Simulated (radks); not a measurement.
# Nuclear size and the levels of Zr⁺

Aim: how the total energy, the levels and the density at the nucleus of Zr⁺ respond when the nuclear radius is scaled.

The numbers are computed with radks (a radial shooting solver on a logarithmic mesh, Libxc functionals) version 1 (Dirac Kohn-Sham, BLYP, spin-unpolarised, spherical densities, finite nucleus; open shells fill j = l - 1/2 first), except any that are marked as measured or tabulated.

## 1. The system

- element: zirconium (Z = 40)
- charge: +1
- electrons: 39
- configuration: [Kr] 4d2 5s1
- nuclear rms radius: 4.2694 fm

## 2. rms radius 4.2694 fm

Input:

```text
Z 40
configuration [Kr] 4d2 5s1 5p0 6s0
relativity Dirac
functional b88,lyp
spin unpolarised
j_filling energy
nucleus finite rms 4.2694 fm
c 137.035999084
```

## 3. rms radius 3.4539 fm

Changes since step 2:

```diff
@@ -6,3 +6,3 @@
 j_filling energy
-nucleus finite rms 4.2694 fm
+nucleus finite rms 3.4539 fm
 c 137.035999084
```

## 4. rms radius 3.8723 fm

Changes since step 3:

```diff
@@ -6,3 +6,3 @@
 j_filling energy
-nucleus finite rms 3.4539 fm
+nucleus finite rms 3.8723 fm
 c 137.035999084
```

## 5. rms radius 4.6921 fm

Changes since step 4:

```diff
@@ -6,3 +6,3 @@
 j_filling energy
-nucleus finite rms 3.8723 fm
+nucleus finite rms 4.6921 fm
 c 137.035999084
```

## 6. rms radius 5.3239 fm

Changes since step 5:

```diff
@@ -6,3 +6,3 @@
 j_filling energy
-nucleus finite rms 4.6921 fm
+nucleus finite rms 5.3239 fm
 c 137.035999084
```

**Question.** What will these runs give? Wanted: for each run, rms radius; total energy shift; density at nucleus; 1s1/2 shift; 2s1/2 shift; 4s1/2 shift; 4p1/2 shift; 5s1/2 shift.

**Answer**, as computed:

```
rms radius (fm)  total energy shift (eV)  density at nucleus (e/bohr³)  1s1/2 shift (meV)  2s1/2 shift (meV)  4s1/2 shift (meV)  4p1/2 shift (meV)  5s1/2 shift (meV)
         3.4539                   -0.379                     7.635e+04               -160              -16.9             -0.425             0.0547            -0.0439
         3.8723                   -0.194                     7.549e+04              -82.0              -8.62             -0.217             0.0279            -0.0225
         4.2694                        0                     7.477e+04                  0                  0                  0                  0                  0
         4.6921                    0.225                     7.408e+04               95.2               10.0              0.252            -0.0325             0.0260
         5.3239                    0.597                     7.316e+04                252               26.5              0.669            -0.0862             0.0690
```

**Reading.** Shifts are against the first run. Over the range the 1s1/2 level moves by 0.413 eV and the 5s1/2 level by 0.113 meV. A larger nucleus binds the 1s electrons less and lowers the density at its centre. These are shifts of eigenvalues, not the field shifts of spectral lines.
